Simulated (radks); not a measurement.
**Valence configurations of Cl**

The task here is to estimate one member of a computed series from the others.

Program: radks (a radial shooting solver on a logarithmic mesh, Libxc functionals) version 1. Level of theory: non-relativistic Kohn-Sham, PBE, spin-polarised, spherical densities, point nucleus; open shells are filled with parallel spins first. These are calculated values, not measurements, unless marked.

## Starting point

| Property | Result |
| --- | --- |
| element | chlorine (Z = 17) |
| charge | 0 |
| electrons | 17 |
| configuration | [Ne] 3s2 3p5 |
| others tried | 3s1 3p6; 3s1.5 3p5.5 |

The outer shells:

Cl
```
[Ne] core
3s [↑↓]
3p [↑↓][↑↓][↑ ]
```

Set-up of the first run:

Settings of this run:

```text
Z 17
configuration [Ne] 3s2 3p5
relativity non-relativistic
functional pbe,pbe
spin polarised
nucleus point
```

Among the steps run: [Ne] 3s2 3p5.

One of the session's tables, all rows but one given; the rest of the session is left out.

It belongs to the step «[Ne] 3s2 3p5». Radial moments (bohr):

| level | <r> | outermost maximum (interpolated) | 90 % within | nodes |
| --- | --- | --- | --- | --- |
| 2s up | 0.4464 | 0.364 | 0.698 | 1 |
| 2s down | 0.4463 | 0.364 | 0.698 | 1 |
| 2p up | 0.4076 | 0.302 | 0.677 | 0 |
| 2p down | 0.4076 | 0.302 | 0.676 | 0 |
| 3s up | 1.539 | 1.29 | 2.34 | 2 |
| 3s down | 1.545 | 1.29 | 2.35 | 2 |
| 3p up | ? | ? | ? | ? |
| 3p down | 1.860 | 1.43 | 2.97 | 1 |

Q: Estimate the row for 3p up from the others.

**Answer.** <r>: 1.831; outermost maximum (interpolated): 1.43; 90 % within: 2.90; nodes: 1. In the column «<r>» it lies between 3s down (1.545) and 3p down (1.860).
